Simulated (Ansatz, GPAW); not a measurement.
# Si with PBE in single-zeta orbitals from a Python script

These are simulated results from GPAW 26.7.0, not measurements. The cell began as a database structure and was relaxed with r2SCAN in plane waves (Ansatz 0.2.0). All runs are without spin polarisation.

The symmetry is Fd-3m (No. 227, cubic); a = 5.444 Å in the conventional setting, 20.17 Å³ an atom. Around Si lie 4 Si at 2.36 Å.

The basis is minimal: single zeta, one radial function for each shell that the log's basis lists. It describes the filled bands fairly and the empty ones poorly.

Input script:

```python
import json
from ase import Atoms
from gpaw import GPAW, PW, FermiDirac

atoms = Atoms(['Si', 'Si'],
              cell=[[-0.0, 2.72212, 2.72212], [2.72212, -0.0, 2.72212], [2.72212, 2.72212, -0.0]],
              scaled_positions=[[0.25, 0.25, 0.25], [0.0, -0.0, -0.0]],
              pbc=True)
calc = GPAW(mode='lcao', basis='sz(dzp)', h=0.2, xc='PBE', kpts={'size': (6, 6, 6), 'gamma': True},
            occupations=FermiDirac(0.02), maxiter=100, legacy_gpaw=True, txt='gpaw.txt')
atoms.calc = calc
res = {'energy': atoms.get_potential_energy(force_consistent=True)}
res['electrons'] = calc.get_number_of_electrons()
res['k'] = calc.get_ibz_k_points().tolist()
res['levels'] = [calc.get_eigenvalues(kpt=i).tolist() for i in range(len(res['k']))]
points = [[0.0, 0.0, 0.0], [0.5, 0.0, 0.5], [0.625, 0.25, 0.625], [0.375, 0.375, 0.75], [0.5, 0.5, 0.5], [0.5, 0.25, 0.75], [0.0, 0.419271, 0.419271]]
bands = calc.fixed_density(kpts=points, symmetry='off', txt='bands.txt')
res['points'] = [bands.get_eigenvalues(kpt=i).tolist() for i in range(len(points))]
json.dump(res, open('results.json', 'w'))
print('free energy (eV):', round(res['energy'], 5))
```

Command: `python run.py`. It took 4.5 s on 1 thread of Arm Neoverse V1, on a shared host, peak memory 0.13 GiB.

The log gpaw.txt, trimmed of paths, versions and times, then the last line on the terminal. An iter line gives the energy in eV and the logarithms of the changes of orbitals (plane waves alone) and density (c: converged):

```
___ ___ ___ _ _ _
 |   |   |_  | | | |

 | | | | | . | | | |

 |__ |  _|___|_____|  26.7.0
 |___|_|

Input parameters:
  basis: sz(dzp)
  h: 0.2
  kpts: {gamma: True,
         size: (6, 6, 6)}
  maxiter: 100
  mode: lcao
  occupations: {fixmagmom: False,
                name: fermi-dirac,
                width: 0.02}
  xc: PBE

System changes: positions, numbers, cell, pbc, initial_charges, initial_magmoms

Initialize ...

species:
  Si:
    name:    Silicon
    Z:       14.0
    valence: 4
    core:    10
    charge:  0.0  # [|e|]
    compensation charges:
      type: gauss
      rc: 0.33  # [Å]
      lmax: 2
    cutoffs:
      filter: 1.86  # [Å]
      core: 2.06  # [Å]
    projectors
    | kind |    occ | energy [eV] | rcut [Å] |

    |------|--------|-------------|----------|

    |   3s |  2.000 |     -10.812 |    1.058 |

    |   3p |  2.000 |      -4.081 |    1.058 |

    |    s |        |      16.399 |    1.058 |

    |    p |        |      23.130 |    1.058 |

    |    d |        |       0.000 |    1.058 |

    LCAO basis set for Si:
      Name: sz(dzp)
      Number of radial functions: 2
      Number of spherical harmonics: 4
        l=0, rc=6.8594 Bohr: 3s-sz confined orbital
        l=1, rc=9.0625 Bohr: 3p-sz confined orbital
      Number of RI-basis functions 0

Reference energy: -15772.688500  # eV

Spin-paired calculation

Convergence criteria:
 Maximum [total energy] change in last 3 cyles: 0.0005 eV / valence electron
 Maximum integral of absolute [dens]ity change: 0.0001 electrons / valence electron
 Maximum integral of absolute [eigenst]ate change: 4e-08 eV^2 / valence electron
 Maximum number of scf [iter]ations: 100
 (Square brackets indicate name in SCF output, whereas a 'c' in
 the SCF output indicates the quantity has converged.)

Symmetries present (total): 24

  ( 1  0  0)  ( 1  0  0)  ( 1  0 -1)  ( 1  0 -1)  ( 1 -1  0)  ( 1 -1  0)
  ( 0  1  0)  ( 0  0  1)  ( 0  1 -1)  ( 0  0 -1)  ( 0 -1  1)  ( 0 -1  0)
  ( 0  0  1)  ( 0  1  0)  ( 0  0 -1)  ( 0  1 -1)  ( 0 -1  0)  ( 0 -1  1)

  ( 0  1  0)  ( 0  1  0)  ( 0  1 -1)  ( 0  1 -1)  ( 0  0  1)  ( 0  0  1)
  ( 1  0  0)  ( 0  0  1)  ( 1  0 -1)  ( 0  0 -1)  ( 1  0  0)  ( 0  1  0)
  ( 0  0  1)  ( 1  0  0)  ( 0  0 -1)  ( 1  0 -1)  ( 0  1  0)  ( 1  0  0)

  ( 0  0 -1)  ( 0  0 -1)  ( 0 -1  1)  ( 0 -1  1)  ( 0 -1  0)  ( 0 -1  0)
  ( 1  0 -1)  ( 0  1 -1)  ( 1 -1  0)  ( 0 -1  0)  ( 1 -1  0)  ( 0 -1  1)
  ( 0  1 -1)  ( 1  0 -1)  ( 0 -1  0)  ( 1 -1  0)  ( 0 -1  1)  ( 1 -1  0)

  (-1  1  0)  (-1  1  0)  (-1  0  1)  (-1  0  1)  (-1  0  0)  (-1  0  0)
  (-1  0  1)  (-1  0  0)  (-1  1  0)  (-1  0  0)  (-1  1  0)  (-1  0  1)
  (-1  0  0)  (-1  0  1)  (-1  0  0)  (-1  1  0)  (-1  0  1)  (-1  1  0)

216 k-points: 6 x 6 x 6 Monkhorst-Pack grid + [1/12,1/12,1/12]
16 k-points in the irreducible part of the Brillouin zone
       k-points in crystal coordinates                weights
   0:     0.00000000    0.00000000    0.00000000          1/216
   1:     0.16666667    0.16666667    0.00000000          6/216
   2:     0.16666667    0.16666667    0.16666667          8/216
   3:     0.33333333    0.16666667    0.16666667         12/216
   4:     0.33333333    0.33333333   -0.33333333         12/216
   5:     0.33333333    0.33333333    0.00000000          6/216
   6:     0.33333333    0.33333333    0.16666667         24/216
   7:     0.33333333    0.33333333    0.33333333          8/216
   8:     0.50000000    0.33333333   -0.33333333         24/216
   9:     0.50000000    0.33333333   -0.16666667         12/216
          ...
  15:     0.50000000    0.50000000    0.50000000          4/216

Wave functions: LCAO
  Diagonalizer: Serial LAPACK
  Atomic Correction: dense with blas
  Data-type: complex

Occupation numbers: Fermi-Dirac:
  width: 0.0200  # eV

Eigensolver
   LCAO using direct dense diagonalizer

Densities:
  Coarse grid: 16*16*16 grid
  Fine grid: 32*32*32 grid
  Total Charge: 0.000000

Density mixing:
  Method: separate
  Backend: msr1
  Linear mixing parameter: 0.05
  old densities: 10
  Width of damping distribution: 1.1
  Damping of long wavelength oscillations: 20

Hamiltonian:
  XC and Coulomb potentials evaluated on a 32*32*32 grid
  Using the PBE Exchange-Correlation functional
  Interpolation: tri-quintic (5. degree polynomial)
  Poisson solver: FastPoissonSolver using
    Stencil: 12*3+1=37 point O(h^6) finite-difference Laplacian
    FFT axes: [np.int64(0), np.int64(1), np.int64(2)]
    FST axes: []

XC parameters: PBE with 2 nearest neighbor stencil

Memory estimate:
  Process memory now: 108.93 MiB
  Calculator: 9.30 MiB
    Density: 5.93 MiB
      Arrays: 0.81 MiB
      Localized functions: 4.49 MiB
      Mixer: 0.62 MiB
    Hamiltonian: 0.86 MiB
      Arrays: 0.53 MiB
      XC: 0.00 MiB
      Poisson: 0.00 MiB
      vbar: 0.33 MiB
    Wavefunctions: 2.51 MiB
      C [qnM]: 0.02 MiB
      S, T [2 x qmm]: 0.03 MiB
      P [aqMi]: 0.00 MiB
      BasisFunctions: 2.46 MiB
      Eigensolver: 0.00 MiB

Total number of cores used: 1

Number of atoms: 2
Number of atomic orbitals: 8
Number of bands in calculation: 8
Number of valence electrons: 8
Bands to converge: occupied
Positions:
   0 Si     1.361060    1.361060    1.361060    ( 0.0000,  0.0000,  0.0000)
   1 Si     0.000000    0.000000    0.000000    ( 0.0000,  0.0000,  0.0000)

Unit cell:
           periodic     x           y           z      points  spacing
  1. axis:    yes   -0.000000    2.722120    2.722120    16     0.1965
  2. axis:    yes    2.722120   -0.000000    2.722120    16     0.1965
  3. axis:    yes    2.722120    2.722120   -0.000000    16     0.1965

  Lengths:   3.849659   3.849659   3.849659
  Angles:   60.000000  60.000000  60.000000

Effective grid spacing dv^(1/3) = 0.2144

iter:   1    -9.263525        c
iter:   2    -9.265416        c -1.07
iter:   3    -9.282820        c -1.09
iter:   4    -9.283345        c -1.89
iter:   5    -9.283342c       c -3.16
iter:   6    -9.283342c       c -3.79
iter:   7    -9.283342c       c -5.10c

Converged after 7 iterations.

Energy contributions relative to reference atoms: (reference = -15772.688500)

Kinetic:         +7.654028
Potential:       -6.261070
External:        +0.000000
XC:             -10.696228
Entropy (-ST):   -0.000000
Local:           +0.019929
SIC:             +0.000000
--------------------------
Free energy:     -9.283342
Extrapolated:    -9.283342

Showing only first 2 kpts
 Kpt  Band  Eigenvalues  Occupancy
  0     2      5.29911    2.00000
  0     3      5.29911    2.00000
  0     4      8.05909    0.00000
  0     5      8.27236    0.00000

  1     2      3.91725    2.00000
  1     3      3.91766    2.00000
  1     4      7.56662    0.00000
  1     5      9.85583    0.00000

Fermi level: 6.22936

Gap: 1.686 eV
Transition (v -> c):
  (s=0, k=0, n=3, [0.00, 0.00, 0.00]) -> (s=0, k=5, n=4, [0.33, 0.33, 0.00])
Direct/indirect transitions are different
Direct gap: 2.760 eV
Transition at: (s=0, k=0, n=3, [0.00, 0.00, 0.00])

free energy (eV): -9.28334
```

The gap in the log is over the mesh alone; results.json adds the listed points. PBE in single-zeta orbitals gives a gap of 1.69 eV. On the same cell, plane-wave PBE (Ansatz, 8×8×8 k points and the special points) gives a gap of 0.58 eV and r2SCAN a gap of 0.77 eV; on shared hosts these took about 1.1 and 2.7 core-seconds on the 2-atom cell, against 4.5 for the script. Semilocal gaps usually lie below measured ones.
